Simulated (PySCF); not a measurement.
# CdH⁺: basis, grid and Hamiltonian

Which parts of the numerical set-up matter for CdH⁺? Each run edits the base script.

Method: each script names its method and basis; program: PySCF 2.14.0.

2 further runs of the same task are left out: 2 that didn't finish.

**1. Starting geometry**

CdH⁺: 2 atoms, charge 1, spin multiplicity 1.

Bond lengths: Cd1–H2 1.911 Å.

**2. Base script**

input.py

```python
from pyscf import gto, scf, mp

mol = gto.M(
    atom='Cd 0 0 0; H 0 0 1.911',
    basis='crenbl',
    ecp={'Cd': 'crenbl'},
    charge=1,
    spin=0,
    verbose=4,
)
mf = scf.RHF(mol)
mf.kernel()
mp.MP2(mf).kernel()
mf.dip_moment()
print('orbital energies (hartree):', mf.mo_energy[..., max(0, mol.nelec[1]-3):mol.nelec[0]+3].round(4))
```

The run is started by

```console
> OMP_NUM_THREADS=1 python input.py
```

Its log is not repeated here.

It gives: E(SCF) = -166.188191 Eh, 9 cycles, E(MP2) − E(SCF) = -0.23477 Eh.

The bond length is a typed value, not an optimised one. The dipole of an ion depends on the origin.

**3. Lanl2dz**

Variant 1 changes basis set: crenbl → lanl2dz. The core potential changes with it: totals don't compare.

input.py

```python
from pyscf import gto, scf, mp

mol = gto.M(
    atom='Cd 0 0 0; H 0 0 1.911',
    basis='lanl2dz',
    ecp={'Cd': 'lanl2dz'},
    charge=1,
    spin=0,
    verbose=4,
)
mf = scf.RHF(mol)
mf.kernel()
mp.MP2(mf).kernel()
mf.dip_moment()
print('orbital energies (hartree):', mf.mo_energy[..., max(0, mol.nelec[1]-3):mol.nelec[0]+3].round(4))
```

The run is started by

```console
> OMP_NUM_THREADS=1 python input.py
```

**4. Ano-rcc-vdzp (core potential off, X2C on)**

Variant 2 changes basis set: crenbl → ano-rcc-vdzp; core potential: on → off; spin-free X2C: off → on. The core potential changes with it: totals don't compare.

input.py, as its differences from that of step 2:

```diff
@@ -4,4 +4,3 @@
     atom='Cd 0 0 0; H 0 0 1.911',
-    basis='crenbl',
-    ecp={'Cd': 'crenbl'},
+    basis='ano-rcc-vdzp',
     charge=1,
@@ -11,2 +10,3 @@
 mf = scf.RHF(mol)
+mf = mf.sfx2c1e()
 mf.kernel()
```

What does the calculation give? Wanted: for each run, E(SCF); from base; gap; after the SCF.

**Answer**, as computed:

```csv
run,E(SCF) (hartree),from base (eV),cycles,gap (eV),functions,after the SCF
base,-166.188191,0,9,9.86,44,MP2 correlation -6.388 eV
lanl2dz,-46.817821,not comparable,8,9.71,20,MP2 correlation -1.890 eV
"ano-rcc-vdzp (core potential off, X2C on)",-5591.524279,not comparable,10,10.10,48,MP2 correlation -11.661 eV
```

What this shows: The dearest run is “ano-rcc-vdzp (core potential off, X2C on)”, at 14 s against 2.4 s.
